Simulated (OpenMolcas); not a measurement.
**Au⁵⁺ among point charges: CASSCF and CASPT2 levels and susceptibility**

How does a field of 4 point charges split the states of Au⁵⁺, and what χT follows?

The numbers are computed with OpenMolcas 26.06 (state-averaged CASSCF and CASPT2, spin-orbit coupling by RASSI with atomic mean-field integrals), except any that are marked as measured or tabulated.

## 1. The atom as given

```
Species                           : Au⁵⁺ (gold, Z = 79, 74 electrons)
Basis                             : ANO-RCC-VDZP [7s6p4d2f], 59 functions
Scalar Hamiltonian                : DKH2, point nucleus
Inactive shells                   : 1s 2s 2p 3s 3p 3d 4s 4p 4d 4f 5s 5p
Active space                      : 6 electrons in 5 orbitals (5d)
Some configurations of this space : 5d⁶
Orbitals                          : optimised for each spin and parity, averaged over all roots
```

Outer shells as boxes (Hund's rule):

5d6
```
5d [↑↓][↑ ][↑ ][↑ ][↑ ]
```

The ion sits among 4 point charges of -1 e arranged as a tetrahedron (Td), 2.16 Å from the ion.

Each step is its own input file, run in one work folder so that later steps find the files of earlier ones. Labels, J, g values, rates, χT and fits are worked out afterwards by a script from the matrices that RASSI stores.

## 2. GATEWAY and SEWARD: basis and integrals

The input, a.inp:

```
&GATEWAY
Coord
1

Au 0.0 0.0 0.0
Basis=ANO-RCC-VDZP
Group=NoSym
NoMove
AngMom=0.0 0.0 0.0
AMFI
XField
4 Angstrom 0
1.247077 1.247077 1.247077 -1.000000
1.247077 -1.247077 -1.247077 -1.000000
-1.247077 1.247077 -1.247077 -1.000000
-1.247077 -1.247077 1.247077 -1.000000
&SEWARD
```

The run is started by

```sh
OMP_NUM_THREADS=1 MOLCAS_MEM=1689 MOLCAS_PROJECT=a pymolcas a.inp > a.log
```

## 3. CASSCF: quintets, 5 roots

The input, a.inp:

```
&RASSCF
FileOrb=start.orb
Symmetry=1
Spin=5
nActEl=6 0 0
Inactive=34
Ras2=5
CIRoot=5 5 1
SDav=5
CIMx=300
Iter=120 100
PrWF=0.3
OrbListing=Nothing
MaxOrb=0
>>> COPY $Project.JobIph JOB001
```

start.orb holds the contracted functions of the basis, ordered by shell, or the orbitals of the step before.

## 4. CASSCF: triplets, 45 roots

The input, a.inp:

```
&RASSCF
FileOrb=start.orb
Symmetry=1
Spin=3
nActEl=6 0 0
Inactive=34
Ras2=5
CIRoot=45 45 1
SDav=45
CIMx=300
Iter=120 100
PrWF=0.3
OrbListing=Nothing
MaxOrb=0
>>> COPY $Project.JobIph JOB002
```

## 5. CASSCF: singlets, 50 roots

The input, a.inp:

```
&RASSCF
FileOrb=start.orb
Symmetry=1
Spin=1
nActEl=6 0 0
Inactive=34
Ras2=5
CIRoot=50 50 1
SDav=50
CIMx=300
Iter=120 100
PrWF=0.3
OrbListing=Nothing
MaxOrb=0
>>> COPY $Project.JobIph JOB003
```

## 6. RASSI: spin-orbit coupling between the states

The input, a.inp:

```
&RASSI
NrOfJobIphs=3 5 45 50
1 2 3 4 5
1 2 3 4 5 6 7 8 9 10 11 12 13 14 15 16 17 18 19 20 21 22 23 24 25 26 27
28 29 30 31 32 33 34 35 36 37 38 39 40 41 42 43 44 45
1 2 3 4 5 6 7 8 9 10 11 12 13 14 15 16 17 18 19 20 21 22 23 24 25 26 27
28 29 30 31 32 33 34 35 36 37 38 39 40 41 42 43 44 45 46 47 48 49 50
IphNames
JOB001
JOB002
JOB003
EJob
SpinOrbit
DIPRint=1.0
SOCoupling=1000.0
Subsets=2
Property=9
'ANGMOM' 1 'ANGMOM' 2 'ANGMOM' 3 'MLTPL  1' 1 'MLTPL  1' 2 'MLTPL  1' 3
'AMFI' 1 'AMFI' 2 'AMFI' 3
SOProperty=3
'ANGMOM' 1 'ANGMOM' 2 'ANGMOM' 3
```

## 7. CASPT2: IPEA 0.25, imaginary shift 0.1 (closed shells correlated: 4f 5s 5p)

The input, a.inp:

```
>>> COPY JOB001 $Project.JobIph
&CASPT2
Multistate=5 1 2 3 4 5
NoMult
Frozen=23
IPEA=0.25
Imaginary=0.1
MaxIter=60
WThr=0.0 0.3 0.05
PrWF=0.5
NoMix
>>> COPY JOB002 $Project.JobIph
&CASPT2
Multistate=45 1 2 3 4 5 6 7 8 9 10 11 12 13 14 15 16 17 18 19 20 21 22
23 24 25 26 27 28 29 30 31 32 33 34 35 36 37 38 39 40 41 42 43 44 45
NoMult
Frozen=23
IPEA=0.25
Imaginary=0.1
MaxIter=60
WThr=0.0 0.3 0.05
PrWF=0.5
NoMix
>>> COPY JOB003 $Project.JobIph
&CASPT2
Multistate=50 1 2 3 4 5 6 7 8 9 10 11 12 13 14 15 16 17 18 19 20 21 22
23 24 25 26 27 28 29 30 31 32 33 34 35 36 37 38 39 40 41 42 43 44 45 46
47 48 49 50
NoMult
Frozen=23
IPEA=0.25
Imaginary=0.1
MaxIter=60
WThr=0.0 0.3 0.05
PrWF=0.5
NoMix
```

(Steps that only read results are left out.)

**Question.** What will these runs give? Wanted: spin-free ground state; first state of the same spin within the active space; lowest level; next level.

As calculated:

```
                                            quantity                                                                           value
                                              method  SS-CASPT2, IPEA 0.25, imaginary shift 0.1 (closed shells correlated: 4f 5s 5p)
                              spin-free ground state                                                  5E, 2-fold in its orbital part
first state of the same spin within the active space                                                                5T2 at 1020 cm⁻¹
                                        lowest level                                                                       1-fold A1
                                          next level                                                                       18.6 cm⁻¹
                                         χT at 300 K                                                                  5.07 cm³ K/mol
                           effective moment at 300 K                                                                         6.36 μB
```

Cost by method:

| method | time of its own steps | time with the reference |
| --- | --- | --- |
| A. CASSCF | 21 s | 21 s |
| B. SS-CASPT2, IPEA 0.25, imaginary shift 0.1, +4f 5s 5p | 18 s | 40 s |

Times are of one thread on a shared host.

**Reading.** The spin-free ground state (5E) comes to 100 % from free-ion D terms and keeps the highest spin of the shell. χT at 300 K is 5.07, against 3.01 cm³ K/mol for the spin alone, so orbital moment adds to it. An active space of the d shell alone favours high spin; real ions in strong fields can be low spin. CASPT2 does not keep the components of a term degenerate, and the means are used. An orbital doublet at a regular site is open to a Jahn-Teller distortion, which this geometry leaves out. The field of point charges can differ much from that of real complexes. This is an electrostatic model: the charges have no orbitals.
